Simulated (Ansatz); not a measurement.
# InO5: the cost of one run

Program: Ansatz 0.2.0. Level of theory: DFT PBE, scalar-relativistic, plane waves, PAW. These are calculated values, not measurements.

### 1 The system as given

It takes space group F-43m (No. 216, cubic). Conventional cell: a = 6.902 Å, b = 6.902 Å, c = 6.902 Å, α = 90.00°, β = 90.00°, γ = 90.00°. In (site symmetry -43m) is surrounded by 16 O at 2.82 to 2.99 Å. O (site symmetry -43m) is surrounded by 4 In at 2.99 Å and 12 O at 3.00 Å. O (site symmetry 3m) is surrounded by 3 O at 1.59 Å.

Coordinates:

```cif
data_structure
_symmetry_space_group_name_H-M 'F-43m'
_symmetry_Int_Tables_number 216
_cell_length_a 6.9019
_cell_length_b 6.9019
_cell_length_c 6.9019
_cell_angle_alpha 90.000
_cell_angle_beta 90.000
_cell_angle_gamma 90.000
_cell_volume 328.78
loop_
_atom_site_label
_atom_site_type_symbol
_atom_site_symmetry_multiplicity
_atom_site_Wyckoff_symbol
_atom_site_fract_x
_atom_site_fract_y
_atom_site_fract_z
_atom_site_occupancy
In1 In 4 b 0.50000 0.00000 0.00000 1
O1 O 4 d 0.25000 0.25000 0.75000 1
O2 O 16 e 0.33127 0.16873 0.33127 1
```

Recipe of the guess: random cell by space group and Wyckoff sites (F-43m, No. 216). Its size is a rough estimate.

### 2 Probe: one point on a coarse mesh

input.yaml

```yaml
crystal:
  lattice:
    - [0.0, 3.45096093, 3.45096093]
    - [3.45096093, 0.0, 3.45096093]
    - [3.45096093, 3.45096093, 0.0]
  atoms:
    - { symbol: In, position: [0.5, 0.5, 0.5] }
    - { symbol: O, position: [0.25, 0.25, 0.25] }
    - { symbol: O, position: [0.83126604, 0.83126604, 0.83126604] }
    - { symbol: O, position: [0.83126604, 0.83126604, 0.50620188] }
    - { symbol: O, position: [0.83126604, 0.50620188, 0.83126604] }
    - { symbol: O, position: [0.50620188, 0.83126604, 0.83126604] }
basis:
  ecutwfc: 420
kpoints:
  mp_grid: { grid: [4, 4, 4] }
hamiltonian:
  xc: pbe
scf:
  occupations: { method: gaussian, width: 0.1 }
  lower_state_search: "off"
output:
  forces: true
  stress: true
  eigenvalues: true
```

The run is started by

```bash
ansatz run input.yaml --threads 1 --pin off --max-ram 2560MiB --backend cpu --events-out ev --progress --plain --runs-dir out
```

Q: Estimate wall time and peak memory on 1 thread of Arm Neoverse V2, shared host.

About 2.1 s, with a peak of 0.29 GiB.
